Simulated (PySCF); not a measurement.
**[Ce(NH3)6]3+: other functionals and bases at one geometry**

Aim: see how levels, charges and forces of [Ce(NH3)6]3+ depend on the level of theory. The species was built from a template and needn't be a known compound.

Method: several levels, as the steps say, no spin–orbit coupling; program: PySCF 2.14.0.

4 further runs of the same task are left out: 2 for a known fault of the program, 2 that didn't finish.

## 1. Where the work starts

25 atoms, charge 3, spin multiplicity 1.

Bond lengths: Ce1–N2 2.679 Å, Ce1–N6 2.679 Å, Ce1–N10 2.679 Å, Ce1–N14 2.679 Å, Ce1–N18 2.679 Å, Ce1–N22 2.679 Å, N2–H3 1.029 Å, N2–H4 1.029 Å, N2–H5 1.029 Å, N6–H7 1.029 Å, N6–H8 1.029 Å, N6–H9 1.029 Å, N10–H11 1.029 Å, N10–H12 1.029 Å, N10–H13 1.029 Å, N14–H15 1.029 Å, N14–H16 1.029 Å, N14–H17 1.029 Å and more. Angles: N2–Ce1–N6 180.0°, N2–Ce1–N10 89.8°, N2–Ce1–N14 89.7°, N2–Ce1–N18 90.2°, N2–Ce1–N22 90.3°, N6–Ce1–N10 90.2°, N6–Ce1–N14 90.3°, N6–Ce1–N18 89.8°, N6–Ce1–N22 89.7°, N10–Ce1–N14 90.0°, N10–Ce1–N18 180.0°, N10–Ce1–N22 90.0°, N14–Ce1–N18 90.0°, N14–Ce1–N22 180.0°, N18–Ce1–N22 90.0°, Ce1–N2–H3 115.5°, Ce1–N2–H4 115.5°, Ce1–N2–H5 115.5° and more.

Geometry (Å):

```csv
atom,x (Å),y (Å),z (Å)
Ce1,0.0000,0.0000,0.0000
N2,0.0056,0.0082,2.6791
H3,0.8112,0.4741,3.1182
H4,-0.7975,0.4737,3.1229
H5,0.0072,-0.9193,3.1246
N6,-0.0056,-0.0082,-2.6791
H7,0.7975,-0.4737,-3.1229
H8,-0.8112,-0.4741,-3.1182
H9,-0.0072,0.9193,-3.1246
N10,2.6786,-0.0012,0.0021
H11,3.1203,-0.4645,0.8078
H12,3.1242,-0.4645,-0.8013
H13,3.1191,0.9288,0.0021
N14,0.0011,2.6786,0.0072
H15,0.4496,3.1180,0.8225
H16,0.4792,3.1264,-0.7864
H17,-0.9287,3.1190,-0.0073
N18,-2.6786,0.0012,-0.0021
H19,-3.1242,0.4645,0.8013
H20,-3.1203,0.4645,-0.8078
H21,-3.1191,-0.9288,-0.0021
N22,-0.0011,-2.6786,-0.0072
H23,-0.4792,-3.1264,0.7864
H24,-0.4496,-3.1180,-0.8225
H25,0.9287,-3.1190,0.0073
```

Formal oxidation states: Ce +3. Each metal's 1 4f electrons lie in its core potential, so multiplicities, spins and levels count the valence alone. An earlier session relaxed this geometry at PBE0, Ce lcecp-1-SVP with ECP47, N def2-SVP, H def2-SVP (singlet, point group Ci).

At PBE0 on the finer grid: E = -370.193127 Eh, HOMO -20.82 eV, LUMO -12.73 eV, Mulliken charge on Ce1 +1.41 e, largest force component 0.003 eV/Å. 

Levels to run: B3LYP; revPBE; TPSS; M06-L; PBE0, TZVP; PBE0, SVP. Hardware: 4 threads of Arm Neoverse V1, shared host.

## 2. B3LYP

The input, run.py (the lines that set the calculation):

```python
mol = gto.M(atom='''
Ce     0.00000     0.00000     0.00000
N      0.00565     0.00821     2.67909
H      0.81122     0.47406     3.11824
H     -0.79755     0.47370     3.12287
H      0.00724    -0.91928     3.12464
N     -0.00565    -0.00821    -2.67909
H      0.79755    -0.47370    -3.12287
H     -0.81122    -0.47406    -3.11824
H     -0.00724     0.91928    -3.12464
N      2.67858    -0.00118     0.00208
H      3.12028    -0.46447     0.80780
H      3.12419    -0.46452    -0.80130
H      3.11905     0.92879     0.00213
N      0.00114     2.67856     0.00717
H      0.44958     3.11798     0.82247
H      0.47916     3.12636    -0.78641
H     -0.92875     3.11900    -0.00730
N     -2.67858     0.00118    -0.00208
H     -3.12419     0.46452     0.80130
H     -3.12028     0.46447    -0.80780
H     -3.11905    -0.92879    -0.00213
N     -0.00114    -2.67856    -0.00717
H     -0.47916    -3.12636     0.78641
H     -0.44958    -3.11798    -0.82247
H      0.92875    -3.11900     0.00730''',
    basis={'Ce': 'lcecp-1-SVP', 'N': 'def2-SVP', 'H': 'def2-SVP'},
    ecp={'Ce': 'lcecp-1-SVP'},
    charge=3, spin=0)
mf = dft.RKS(mol, xc='B3LYP')
mf.grids.atom_grid = (75, 302)  # f atoms: unpruned, at least (60, 302)
mf = mf.density_fit()  # fitting sets: Ce AutoAux, N def2-universal-JKFIT, H def2-universal-JKFIT
mf.conv_tol = 1e-08; mf.max_cycle = 55
mf.kernel(dm0)  # dm0: the density of the relaxed state
```

Command:

```sh
$ OMP_NUM_THREADS=4 python run.py
```

The program printed:

```text
init E= -370.606457898941
  HOMO = -0.754746165435952  LUMO = -0.474779322198026  gap/eV = 7.61829
cycle= 1 E= -370.608424398115  delta_E= -0.00197  |g|= 0.0383  |ddm|= 0.201
  HOMO = -0.750872766677344  LUMO = -0.476656220246341  gap/eV = 7.46181
cycle= 2 E= -370.608101386989  delta_E= 0.000323  |g|= 0.0545  |ddm|= 0.0707
  HOMO = -0.754722811782617  LUMO = -0.476898070768305  gap/eV = 7.56000
cycle= 3 E= -370.608733791933  delta_E= -0.000632  |g|= 0.000612  |ddm|= 0.0418
  HOMO = -0.754664376032479  LUMO = -0.476921051533144  gap/eV = 7.55778
cycle= 4 E= -370.608733882143  delta_E= -9.02e-08  |g|= 9.77e-05  |ddm|= 0.00131
  HOMO = -0.754653142620333  LUMO = -0.476881728861278  gap/eV = 7.55855
cycle= 5 E= -370.608733885214  delta_E= -3.07e-09  |g|= 3.09e-05  |ddm|= 0.000256
  HOMO = -0.754660611948874  LUMO = -0.476898551090257  gap/eV = 7.55829
Extra cycle  E= -370.608733885401  delta_E= -1.87e-10  |g|= 2.11e-05  |ddm|= 9.61e-05
converged SCF energy = -370.608733885401
```

It took 21 s on 4 threads of Arm Neoverse V1, shared host.

Result: E = -370.608734 Eh, HOMO -20.54 eV, LUMO -12.98 eV, Mulliken charge on Ce1 +1.34 e, largest force component 0.086 eV/Å. 

## 3. revPBE

run.py (the lines that set the calculation), as its differences from that of step 2:

```diff
@@ -29,3 +29,3 @@
     charge=3, spin=0)
-mf = dft.RKS(mol, xc='B3LYP')
+mf = dft.RKS(mol, xc='PBE_R,PBE')
 mf.grids.atom_grid = (75, 302)  # f atoms: unpruned, at least (60, 302)
```

Command:

```sh
$ OMP_NUM_THREADS=4 python run.py
```

The program printed:

```text
init E= -370.515725206528
  HOMO = -0.704046470574385  LUMO = -0.499058719813007  gap/eV = 5.57800
cycle= 1 E= -370.519247646757  delta_E= -0.00352  |g|= 0.0324  |ddm|= 0.285
  HOMO = -0.708010126960507  LUMO = -0.493115696762144  gap/eV = 5.84758
cycle= 2 E= -370.518857669934  delta_E= 0.00039  |g|= 0.0536  |ddm|= 0.109
  HOMO = -0.705480558820974  LUMO = -0.495311909000747  gap/eV = 5.71898
cycle= 3 E= -370.519547588354  delta_E= -0.00069  |g|= 0.00455  |ddm|= 0.0519
  HOMO = -0.705996548311357  LUMO = -0.496530282278514  gap/eV = 5.69987
cycle= 4 E= -370.519553681345  delta_E= -6.09e-06  |g|= 0.00101  |ddm|= 0.0107
  HOMO = -0.705875536245045  LUMO = -0.496303450220028  gap/eV = 5.70275
cycle= 5 E= -370.519554022122  delta_E= -3.41e-07  |g|= 9.34e-05  |ddm|= 0.00154
  HOMO = -0.705870815119308  LUMO = -0.496293446408467  gap/eV = 5.70289
cycle= 6 E= -370.519554023997  delta_E= -1.87e-09  |g|= 1.11e-05  |ddm|= 9.74e-05
  HOMO = -0.705870476579846  LUMO = -0.496297159284072  gap/eV = 5.70278
Extra cycle  E= -370.519554023981  delta_E= 1.6e-11  |g|= 1.47e-05  |ddm|= 3.76e-05
converged SCF energy = -370.519554023981
```

Wall time 20 s (4 threads of Arm Neoverse V1, shared host).

Read off: E = -370.519554 Eh, HOMO -19.21 eV, LUMO -13.50 eV, Mulliken charge on Ce1 +1.27 e, largest force component 0.337 eV/Å. 

## 4. TPSS

run.py (the lines that set the calculation), as its differences from that of step 3:

```diff
@@ -29,3 +29,3 @@
     charge=3, spin=0)
-mf = dft.RKS(mol, xc='PBE_R,PBE')
+mf = dft.RKS(mol, xc='TPSS')
 mf.grids.atom_grid = (75, 302)  # f atoms: unpruned, at least (60, 302)
```

Command:

```sh
$ OMP_NUM_THREADS=4 python run.py
```

The program printed:

```text
init E= -370.628227136952
  HOMO = -0.711416554385767  LUMO = -0.493917737815228  gap/eV = 5.91844
cycle= 1 E= -370.631467760719  delta_E= -0.00324  |g|= 0.0136  |ddm|= 0.185
  HOMO = -0.71257865891544  LUMO = -0.491143701604804  gap/eV = 6.02555
cycle= 2 E= -370.631456055189  delta_E= 1.17e-05  |g|= 0.0155  |ddm|= 0.0475
  HOMO = -0.711914516079323  LUMO = -0.492514778163537  gap/eV = 5.97017
cycle= 3 E= -370.631516964228  delta_E= -6.09e-05  |g|= 0.00396  |ddm|= 0.0205
  HOMO = -0.712291392564009  LUMO = -0.492932866116386  gap/eV = 5.96905
cycle= 4 E= -370.631520070028  delta_E= -3.11e-06  |g|= 0.000745  |ddm|= 0.00438
  HOMO = -0.712189191113351  LUMO = -0.492736518150326  gap/eV = 5.97161
cycle= 5 E= -370.63152025689  delta_E= -1.87e-07  |g|= 5.86e-05  |ddm|= 0.0013
  HOMO = -0.712193674012825  LUMO = -0.492741028454781  gap/eV = 5.97161
cycle= 6 E= -370.631520257714  delta_E= -8.24e-10  |g|= 9.23e-06  |ddm|= 6.79e-05
  HOMO = -0.712194774422917  LUMO = -0.492745281266127  gap/eV = 5.97152
Extra cycle  E= -370.631520257731  delta_E= -1.64e-11  |g|= 6.03e-06  |ddm|= 3.26e-05
converged SCF energy = -370.631520257731
```

Wall time 36 s (4 threads of Arm Neoverse V1, shared host).

It gives: E = -370.631520 Eh, HOMO -19.38 eV, LUMO -13.41 eV, Mulliken charge on Ce1 +1.34 e, largest force component 0.260 eV/Å. 

## 5. M06-L

run.py (the lines that set the calculation), as its differences from that of step 4:

```diff
@@ -29,3 +29,3 @@
     charge=3, spin=0)
-mf = dft.RKS(mol, xc='TPSS')
+mf = dft.RKS(mol, xc='M06L')
 mf.grids.atom_grid = (75, 302)  # f atoms: unpruned, at least (60, 302)
```

Command:

```sh
$ OMP_NUM_THREADS=4 python run.py
```

The program printed:

```text
init E= -370.553963237261
  HOMO = -0.723504071475344  LUMO = -0.48209817389138  gap/eV = 6.56899
cycle= 1 E= -370.56047248262  delta_E= -0.00651  |g|= 0.0236  |ddm|= 0.287
  HOMO = -0.723093203908335  LUMO = -0.488167586089514  gap/eV = 6.39265
cycle= 2 E= -370.560514971777  delta_E= -4.25e-05  |g|= 0.0225  |ddm|= 0.0636
  HOMO = -0.723480289753621  LUMO = -0.48466523751204  gap/eV = 6.49849
cycle= 3 E= -370.56065749538  delta_E= -0.000143  |g|= 0.00647  |ddm|= 0.032
  HOMO = -0.722734239488176  LUMO = -0.483857158521144  gap/eV = 6.50018
cycle= 4 E= -370.560665782596  delta_E= -8.29e-06  |g|= 0.00162  |ddm|= 0.0061
  HOMO = -0.722909419105216  LUMO = -0.484150681480827  gap/eV = 6.49696
cycle= 5 E= -370.560666538362  delta_E= -7.56e-07  |g|= 0.000119  |ddm|= 0.0024
  HOMO = -0.722910252002396  LUMO = -0.484160012044749  gap/eV = 6.49672
cycle= 6 E= -370.560666542818  delta_E= -4.46e-09  |g|= 8.15e-06  |ddm|= 0.000229
  HOMO = -0.722909843565045  LUMO = -0.484156998038524  gap/eV = 6.49680
Extra cycle  E= -370.560666542833  delta_E= -1.51e-11  |g|= 3.98e-06  |ddm|= 2.55e-05
converged SCF energy = -370.560666542833
```

Wall time 36 s (4 threads of Arm Neoverse V1, shared host).

Result: E = -370.560667 Eh, HOMO -19.67 eV, LUMO -13.17 eV, Mulliken charge on Ce1 +1.61 e, largest force component 0.084 eV/Å. 

## 6. PBE0, TZVP

Basis: Ce lcecp-1-TZVP with ECP47, N def2-TZVP, H def2-TZVP. 

run.py (the lines that set the calculation), as its differences from that of step 5:

```diff
@@ -26,6 +26,6 @@
 H      0.92875    -3.11900     0.00730''',
-    basis={'Ce': 'lcecp-1-SVP', 'N': 'def2-SVP', 'H': 'def2-SVP'},
-    ecp={'Ce': 'lcecp-1-SVP'},
+    basis={'Ce': 'lcecp-1-TZVP', 'N': 'def2-TZVP', 'H': 'def2-TZVP'},
+    ecp={'Ce': 'lcecp-1-TZVP'},
     charge=3, spin=0)
-mf = dft.RKS(mol, xc='M06L')
+mf = dft.RKS(mol, xc='PBE0')
 mf.grids.atom_grid = (75, 302)  # f atoms: unpruned, at least (60, 302)
@@ -33,2 +33,2 @@
 mf.conv_tol = 1e-08; mf.max_cycle = 55
-mf.kernel(dm0)  # dm0: the density of the relaxed state
+mf.kernel(dm0)  # dm0: free metal ions and neutral atoms
```

Command:

```sh
$ OMP_NUM_THREADS=4 python run.py
```

The program printed:

```text
init E= -362.883139552696
  HOMO = -0.979856300057905  LUMO = -0.639966006384371  gap/eV = 9.24889
cycle= 1 E= -369.515352702663  delta_E= -6.63  |g|= 2.36  |ddm|= 3.01
  HOMO = -0.53429758539879  LUMO = -0.385194468616746  gap/eV = 4.05730
cycle= 2 E= -368.696784450688  delta_E= 0.819  |g|= 2.89  |ddm|=  2.9
  HOMO = -0.776187174767262  LUMO = -0.459505312829201  gap/eV = 8.61735
cycle= 3 E= -370.565354367824  delta_E= -1.87  |g|= 0.174  |ddm|= 1.92
  HOMO = -0.76964614894237  LUMO = -0.477852440221174  gap/eV = 7.94011
cycle= 4 E= -370.572032918275  delta_E= -0.00668  |g|= 0.041  |ddm|= 0.201
  HOMO = -0.764669679431982  LUMO = -0.466422075903982  gap/eV = 8.11573
cycle= 5 E= -370.572525509234  delta_E= -0.000493  |g|= 0.00278  |ddm|= 0.0608
  HOMO = -0.765251912788905  LUMO = -0.467452277801666  gap/eV = 8.10354
cycle= 6 E= -370.57252775636  delta_E= -2.25e-06  |g|= 0.000348  |ddm|= 0.00527
  HOMO = -0.765240144509875  LUMO = -0.467348682481903  gap/eV = 8.10604
cycle= 7 E= -370.572527792941  delta_E= -3.66e-08  |g|= 0.00016  |ddm|= 0.000833
  HOMO = -0.765244270446547  LUMO = -0.467358992023814  gap/eV = 8.10587
cycle= 8 E= -370.57252779748  delta_E= -4.54e-09  |g|= 6e-05  |ddm|= 0.000139
  HOMO = -0.765246323433859  LUMO = -0.467366777835791  gap/eV = 8.10572
Extra cycle  E= -370.572527797007  delta_E= 4.73e-10  |g|= 7.82e-05  |ddm|= 9.1e-05
converged SCF energy = -370.572527797007
```

Run time: 71 s. Hardware: 4 threads of Arm Neoverse V1, shared host.

It gives: E = -370.572528 Eh, HOMO -20.82 eV, LUMO -12.72 eV, Mulliken charge on Ce1 +2.00 e, largest force component 0.399 eV/Å. 

## 7. PBE0, SVP

Basis: Ce def2-SVP with ECP28, N def2-SVP, H def2-SVP. The 4f electrons are now in the valence.

run.py (the lines that set the calculation), as its differences from that of step 6:

```diff
@@ -26,8 +26,8 @@
 H      0.92875    -3.11900     0.00730''',
-    basis={'Ce': 'lcecp-1-TZVP', 'N': 'def2-TZVP', 'H': 'def2-TZVP'},
-    ecp={'Ce': 'lcecp-1-TZVP'},
-    charge=3, spin=0)
-mf = dft.RKS(mol, xc='PBE0')
+    basis={'Ce': 'def2-SVP', 'N': 'def2-SVP', 'H': 'def2-SVP'},
+    ecp={'Ce': 'def2-SVP'},
+    charge=3, spin=1)
+mf = dft.UKS(mol, xc='PBE0')
 mf.grids.atom_grid = (75, 302)  # f atoms: unpruned, at least (60, 302)
-mf = mf.density_fit()  # fitting sets: Ce AutoAux, N def2-universal-JKFIT, H def2-universal-JKFIT
+mf = mf.density_fit()  # fitting sets: Ce def2-universal-JKFIT, N def2-universal-JKFIT, H def2-universal-JKFIT
 mf.conv_tol = 1e-08; mf.max_cycle = 55
```

Command:

```sh
$ OMP_NUM_THREADS=4 python run.py
```

The program printed:

```text
init E= -811.622296222618
  HOMO = -0.977999784862  LUMO = -0.933905665796  gap/eV = 1.19986
cycle= 1 E= -808.645106668586  delta_E= 2.98  |g|= 3.81  |ddm|= 3.33
cycle= 2 E= -794.049688077851  delta_E= 14.6  |g|= 5.07  |ddm|=  9.3
  HOMO = -0.901447989948  LUMO = -0.808284651459  gap/eV = 2.53510
cycle= 3 E= -808.427793709113  delta_E= -14.4  |g|= 3.73  |ddm|= 9.23
  HOMO = -0.916646342765  LUMO = -0.751784362071  gap/eV = 4.48612
cycle= 4 E= -811.346671612491  delta_E= -2.92  |g|= 1.96  |ddm|= 0.761
  HOMO = -0.466374613889  LUMO = -0.407066207177  gap/eV = 1.61386
cycle= 5 E= -812.867051115914  delta_E= -1.52  |g|= 0.531  |ddm|= 1.73
  HOMO = -0.572288121707  LUMO = -0.391917727986  gap/eV = 4.90813
cycle= 6 E= -812.93308009162  delta_E= -0.066  |g|= 0.275  |ddm|= 0.341
  HOMO = -0.687628627678  LUMO = -0.444342904657  gap/eV = 6.62014
cycle= 7 E= -812.95708026849  delta_E= -0.024  |g|= 0.112  |ddm|= 0.311
  HOMO = -0.721218382232  LUMO = -0.472072517315  gap/eV = 6.77960
cycle= 8 E= -812.962524353046  delta_E= -0.00544  |g|= 0.0223  |ddm|= 0.144
  HOMO = -0.716048123525  LUMO = -0.467491112231  gap/eV = 6.76358
cycle= 9 E= -812.962726522505  delta_E= -0.000202  |g|= 0.00726  |ddm|= 0.0232
  HOMO = -0.71501678435  LUMO = -0.466604385821  gap/eV = 6.75965
cycle= 10 E= -812.962750360447  delta_E= -2.38e-05  |g|= 0.00183  |ddm|= 0.00709
  HOMO = -0.71485347002  LUMO = -0.466489587253  gap/eV = 6.75833
cycle= 11 E= -812.962752999749  delta_E= -2.64e-06  |g|= 0.000401  |ddm|= 0.0025
  HOMO = -0.715008284671  LUMO = -0.466651553958  gap/eV = 6.75813
cycle= 12 E= -812.962753296818  delta_E= -2.97e-07  |g|= 0.000139  |ddm|= 0.00122
  HOMO = -0.714935573824  LUMO = -0.466579270805  gap/eV = 6.75812
cycle= 13 E= -812.962753326878  delta_E= -3.01e-08  |g|= 4.96e-05  |ddm|= 0.000324
  HOMO = -0.714942046797  LUMO = -0.466583861382  gap/eV = 6.75817
cycle= 14 E= -812.962753341464  delta_E= -1.46e-08  |g|= 4.31e-05  |ddm|= 0.000195
  HOMO = -0.714943765805  LUMO = -0.466583701476  gap/eV = 6.75822
cycle= 15 E= -812.962753357177  delta_E= -1.57e-08  |g|= 3.88e-05  |ddm|= 0.000226
  HOMO = -0.714940302387  LUMO = -0.466577025983  gap/eV = 6.75831
cycle= 16 E= -812.962753389333  delta_E= -3.22e-08  |g|= 3.3e-05  |ddm|= 0.000516
  HOMO = -0.714940627643  LUMO = -0.466573898026  gap/eV = 6.75840
cycle= 17 E= -812.962753422648  delta_E= -3.33e-08  |g|= 2.99e-05  |ddm|= 0.00062
  HOMO = -0.714940420483  LUMO = -0.466572871916  gap/eV = 6.75843
cycle= 18 E= -812.962753431619  delta_E= -8.97e-09  |g|= 2.81e-05  |ddm|= 0.000175
  HOMO = -0.714942676594  LUMO = -0.466574922908  gap/eV = 6.75843
Extra cycle  E= -812.962753437215  delta_E= -5.6e-09  |g|= 2.81e-05  |ddm|= 0.000103
converged SCF energy = -812.962753437215  <S^2> = 0.75128599  2S+1 = 2.0012856
```

Run time: 2.2 min. Hardware: 4 threads of Arm Neoverse V1, shared host.

It gives: E = -812.962753 Eh, HOMO -19.45 eV, LUMO -13.40 eV (over both spins), ⟨S²⟩ = 0.751, Mulliken charge on Ce1 +1.43 e, largest force component 0.130 eV/Å. 

## 8. Results

| level | state | HOMO (eV) | gap (eV) | charge on Ce1 (e) | dipole (D) | largest force (eV/Å) | basis functions | time |
| --- | --- | --- | --- | --- | --- | --- | --- | --- |
| PBE0 (relaxed here) | singlet | -20.82 | 8.09 | 1.41 | 0.00 | 0.00 | 207 | 17 s |
| B3LYP | singlet | -20.54 | 7.56 | 1.34 | 0.00 | 0.09 | 207 | 21 s |
| revPBE | singlet | -19.21 | 5.70 | 1.27 | 0.00 | 0.34 | 207 | 20 s |
| TPSS | singlet | -19.38 | 5.97 | 1.34 | 0.00 | 0.26 | 207 | 36 s |
| M06-L | singlet | -19.67 | 6.50 | 1.61 | 0.00 | 0.08 | 207 | 36 s |
| PBE0, TZVP | singlet | -20.82 | 8.11 | 2.00 | 0.00 | 0.40 | 341 | 71 s |
| PBE0, SVP | doublet | -19.45 | 6.06 | 1.43 | 0.00 | 0.13 | 252 | 2.2 min |

Times are on 4 threads of Arm Neoverse V1, shared host; the first row also made further properties. The dipole of a charged species depends on the origin, so these sizes hold for this origin alone.

In one basis the HOMO–LUMO gap runs from 5.70 eV (revPBE) to 8.09 eV (PBE0). The largest leftover force, 0.40 eV/Å with PBE0, TZVP, stands at a geometry relaxed at another level. The Mulliken charge on Ce spans +1.27 to +2.00 e over the levels. With 4f in the core, its levels are missing from HOMO and gap. Total energies of different levels can't be compared. Spin–orbit coupling is left out throughout.
